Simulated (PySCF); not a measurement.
BCNFH3, in a box:

```
B C N F H
1.0
    13.00000    0.00000    0.00000
     0.00000   12.00000    0.00000
     0.00000    0.00000   11.00000
B C N F H
1 1 1 1 3
Direct
  0.45258 0.57200 0.50557
  0.52332 0.47123 0.52987
  0.49135 0.37851 0.56664
  0.62296 0.48254 0.50202
  0.46430 0.62180 0.41272
  0.37698 0.59020 0.56746
  0.42171 0.37894 0.59416
```

The cell isn't the ideal one: atoms moved at random, drawn with an rms of 0.05 Å.

Base run:

```yaml
Program: PySCF 2.14.0
Functional: SCAN0
Potentials_or_basis: cc-pvdz (all-electron)
k_mesh: 1 × 1 × 1
Occupations: fixed
Spin: no spin polarisation
```

Its results: gap between the frontier levels 5.90 eV.

**Question.** The run is repeated on the same cell with these changes: functional from SCAN0 to LDA. What comes out?

**Answer.** Gap between the frontier levels 2.83 eV.

SCAN0 gives the wider gap, since exact exchange removes part of the self-interaction.

Caveats: this is a molecule in a periodic box at the Γ point, so its band gap is the HOMO-LUMO gap; the basis of atomic orbitals isn't converged, which shifts pressures, moduli and gaps.

